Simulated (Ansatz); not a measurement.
# CH₄BBr (SMILES BCBr): single points off equilibrium

The task here is to estimate one member of a computed series from the others.

The runs use Ansatz 0.2.0, Gaussian basis; single points in def2-TZVPP.

Cores are frozen in the correlated methods. Filled d shells of the heavier atoms are correlated.

## Starting geometry

SMILES `BCBr`, 7 atoms, charge 0, spin multiplicity 1.

Atoms are counted from 1 here; the program's logs count them from 0.

Bond lengths: B1–C2 1.600 Å, B1–Br3 2.249 Å, B1–H4 1.170 Å, B1–H5 1.061 Å, C2–Br3 1.977 Å, C2–H6 1.158 Å, C2–H7 1.121 Å. Angles: C2–B1–Br3 59.0°, C2–B1–H4 119.8°, C2–B1–H5 116.6°, Br3–B1–H4 108.3°, Br3–B1–H5 102.2°, H4–B1–H5 123.6°, B1–C2–Br3 77.1°, B1–C2–H6 114.7°, B1–C2–H7 128.2°, Br3–C2–H6 108.5°, Br3–C2–H7 112.3°, H6–C2–H7 109.9°, B1–Br3–C2 43.9°.

Coordinates:

```xyz
7
charge 0, multiplicity 1
B    -0.25270   -0.83480   -0.24280
C     0.48060    0.46670    0.32970
Br   -1.11130    1.21730   -0.57130
H     0.06410   -1.27060   -1.28090
H    -0.98090   -1.28420    0.38440
H     1.42300    0.79020   -0.26020
H     0.56440    0.80320    1.39570
```

The first run:

The input, run/in.yaml:

```yaml
crystal:
  periodic: [false, false, false]
  atoms:
    - {symbol: B, position_ang: [-0.252700, -0.834800, -0.242800]}
    - {symbol: C, position_ang: [0.480600, 0.466700, 0.329700]}
    - {symbol: Br, position_ang: [-1.111300, 1.217300, -0.571300]}
    - {symbol: H, position_ang: [0.064100, -1.270600, -1.280900]}
    - {symbol: H, position_ang: [-0.980900, -1.284200, 0.384400]}
    - {symbol: H, position_ang: [1.423000, 0.790200, -0.260200]}
    - {symbol: H, position_ang: [0.564400, 0.803200, 1.395700]}
basis:
  gaussian: {orbitals: def2-TZVPP}
correlation: {method: ccsd_t}
output: {forces: true}
```

The command line of these runs was not kept.

Among the steps run: CCSD(T)/def2-TZVPP; PBE0-D4/def2-TZVPP; wB97M-V/def2-TZVPP; r2SCAN-D4/def2-TZVPP; PBE-D4/def2-TZVPP; LC-wPBE/def2-TZVPP; B97M-V/def2-TZVPP.

One table of the session follows, with a row left open; its other results are not shown here.

| method | RMS force component (eV/Å) | angle to CCSD(T) forces (°) | dipole (D) |
| --- | --- | --- | --- |
| CCSD(T) | 1.484 | reference | 1.36 |
| PBE0-D4 | 1.502 | 4.0 | 1.41 |
| wB97M-V | 1.464 | 2.2 | 1.38 |
| r2SCAN-D4 | 1.484 | 2.3 | 1.42 |
| PBE-D4 | 1.481 | 5.0 | 1.41 |
| LC-wPBE | 1.518 | 7.7 | 1.40 |
| B97M-V | ? | ? | ? |

**Question.** Estimate the row for B97M-V.

The run gave: RMS force component (eV/Å): 1.470; angle to CCSD(T) forces (°): 4.1; dipole (D): 1.43. In the column «RMS force component (eV/Å)» it lies between wB97M-V (1.464) and PBE-D4 (1.481).
